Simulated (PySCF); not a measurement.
# C2H7F3OSi2: the cost of one run

The runs use PySCF 2.14.0, with density-fitted response routines of our own; the level of theory stands in each step. All values are computed, except where a source is named. Atoms are numbered from 0 throughout.

## (1) The starting structure

15 atoms, charge 0, multiplicity 1; geometry from: GFN2-xTB.

Bonds of the start (Å): O0–Si1 1.62, Si1–C2 1.88, C2–Si3 1.91, Si1–C4 1.95, C4–F5 1.36, C4–F6 1.35, C4–F7 1.35, O0–H8 0.96, Si1–H9 1.46, C2–H10 1.09, C2–H11 1.09, Si3–H12 1.46, Si3–H13 1.47, Si3–H14 1.46.

## (2) Excited states and response: PBE0/def2-SVPD

The job: settings as JSON, then the geometry in Å.

```
{"job": {"kind": "uv", "xc": "PBE0", "basis": "def2-SVPD", "nstates": 8, "ntriplets": 3}, "charge": 0, "multiplicity": 1}
O     -1.682997    -0.579149    -1.792452
Si    -0.753696     0.254311    -0.762750
C      0.944241    -0.549245    -0.685642
Si     2.198484     0.319683     0.463365
C     -1.572750     0.047283     0.997946
F     -2.927149     0.088822     0.918386
F     -1.281742    -1.127566     1.594995
F     -1.229763     1.006044     1.880985
H     -2.638478    -0.566331    -1.784383
H     -0.814490     1.692082    -1.010295
H      1.354723    -0.591955    -1.693003
H      0.832941    -1.584117    -0.358210
H      1.692144     0.356782     1.832127
H      3.452671    -0.437455     0.412409
H      2.421448     1.678800    -0.035390
```

With the program's defaults for keys left out, this is: TDDFT PBE0/def2-SVPD, vertical, gas phase, core orbitals frozen in the response.

Command:

```sh
$ OMP_NUM_THREADS=1 python probes_run.py task.json out
```

The driver reads the jobs from task.json and runs them one after another.

Q: Estimate the wall time and peak memory of this job on 1 thread of Intel Xeon Platinum 8259CL at 2.50GHz, shared host.

About 57 s, with a peak of 0.94 GiB.
